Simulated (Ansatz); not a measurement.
## CH₆OSSi, SMILES CS[SiH2]O: harmonic frequencies at the relaxed geometry, step by step

Program: Ansatz 0.2.0 through its Python package.

Run as a notebook:

In [1]:
```python
import ansatz as az
import numpy as np
```

In [2]:
```python
BASIS = "6-31G*"
XC = "r2scan"
DISPERSION = "d4"
```

In [3]:
```python
GEOMETRY = """
C    -1.29770    0.20700   -1.03380
S    -0.67750   -1.15930   -0.13880
Si    0.72100   -0.25120    1.15500
O     2.07470    0.24750    0.19290
H    -0.55830    0.75420   -1.62830
H    -1.82180    0.97850   -0.36500
H    -2.07440   -0.10200   -1.74800
H     1.29260   -1.24100    2.12430
H     0.14790    0.93100    1.88610
H     2.27650   -0.41580   -0.44150
"""

molecule = az.Crystal.molecule()
for line in GEOMETRY.strip().splitlines():
    symbol, *xyz = line.split()
    molecule = molecule.atom(symbol, [float(v) for v in xyz])
```

In [4]:
```python
setup = molecule.calculation()
setup = setup.basis(gaussian=BASIS)
setup = setup.functional(XC, dispersion=DISPERSION).accuracy("medium")
symbols = [site.symbol for site in molecule.cartesian_sites]
start = np.array([site.position_ang for site in molecule.cartesian_sites], dtype=float)
r = setup.relax(force_tolerance=0.003).run(threads=1, backend="cpu").report
end = np.array(r["positions_ang"])

print("final positions (A) and the move of each atom")
for symbol, xyz, old in zip(symbols, end, start):
    print(f"{symbol:2s} {xyz[0]:10.5f} {xyz[1]:10.5f} {xyz[2]:10.5f}   {np.linalg.norm(xyz - old):7.4f}")
```
```text
final positions (A) and the move of each atom
C    -1.34456    0.24221   -1.02588    0.0591
S    -0.78879   -1.20652   -0.03878    0.1569
Si    0.74906   -0.26663    1.09865    0.0648
O     1.99278    0.33823    0.17371    0.1237
H    -0.51287    0.67059   -1.59190    0.1019
H    -1.78544    1.00591   -0.37824    0.0474
H    -2.10491   -0.11854   -1.72309    0.0427
H     1.18518   -1.32966    2.04611    0.1597
H     0.22815    0.93045    1.80276    0.1157
H     2.46440   -0.31715   -0.36043    0.2272
```

In [5]:
```python
# same settings at the minimum
minimum = az.Crystal.molecule()
for symbol, place in zip(symbols, end):
    minimum = minimum.atom(symbol, place.tolist())
vibrating = (
    minimum.calculation()
    .basis(gaussian=BASIS)
    .functional(XC, dispersion=DISPERSION)
    .accuracy("medium")  # preset for grids and thresholds
    .phonons(temperatures=(298.15, 498.15, 100))
)
vib = vibrating.run(threads=1, backend="cpu").report["vibrations"]
sums = vib["harmonic_sums"]
modes = [m["omega_inv_cm"] for m in sums["modes_at_gamma"] if m["rigid_motion"] == "no"]
for number, w in enumerate(modes, start=1):
    print(f"mode {number:2d} {w:9.1f} 1/cm {w / 8065.544 * 1000:8.2f} meV")
print("imaginary modes:", sum(w < 0 for w in modes), " zero-point energy:", round(sums["zero_point_energy_ev"], 4), "eV")
print("T (K)   F_vib (eV)   S_vib (meV/K)   C_vib (meV/K)")
for row in zip(sums["temperatures_k"], sums["vibrational_free_energy_ev"], vib["entropy_ev_per_k"], vib["heat_capacity_ev_per_k"]):
    print(f"{row[0]:6.1f} {row[1]:11.4f} {1000 * row[2]:13.4f} {1000 * row[3]:15.4f}")
```
```text
mode  1      82.2 1/cm    10.19 meV
mode  2     119.6 1/cm    14.83 meV
mode  3     167.2 1/cm    20.73 meV
mode  4     231.7 1/cm    28.73 meV
mode  5     353.5 1/cm    43.83 meV
mode  6     510.3 1/cm    63.27 meV
mode  7     590.4 1/cm    73.20 meV
mode  8     704.8 1/cm    87.39 meV
mode  9     751.5 1/cm    93.18 meV
mode 10     845.8 1/cm   104.86 meV
mode 11     904.7 1/cm   112.16 meV
mode 12     928.7 1/cm   115.15 meV
mode 13     948.7 1/cm   117.62 meV
mode 14     998.8 1/cm   123.83 meV
mode 15    1011.7 1/cm   125.44 meV
mode 16    1381.3 1/cm   171.27 meV
mode 17    1501.2 1/cm   186.12 meV
mode 18    1505.5 1/cm   186.66 meV
mode 19    2247.1 1/cm   278.61 meV
mode 20    2280.2 1/cm   282.71 meV
mode 21    3064.5 1/cm   379.95 meV
mode 22    3160.9 1/cm   391.90 meV
mode 23    3172.6 1/cm   393.35 meV
mode 24    3796.3 1/cm   470.68 meV
imaginary modes: 0  zero-point energy: 1.9378 eV
T (K)   F_vib (eV)   S_vib (meV/K)   C_vib (meV/K)
 298.1      1.8503        0.6441          0.6919
 398.1      1.7744        0.8726          0.8909
 498.1      1.6761        1.0902          1.0513
```

The settings weren't tested for convergence. The frequencies are harmonic and unscaled, in a modest basis. The result belongs to the one conformer reached from this start, and soft torsions count as harmonic oscillators. The whole script took 3.6 min on 1 thread of Arm Neoverse V2, on a shared host, peak memory 0.24 GiB.

(Lines on the test bed's own set-up are left out of the output.)
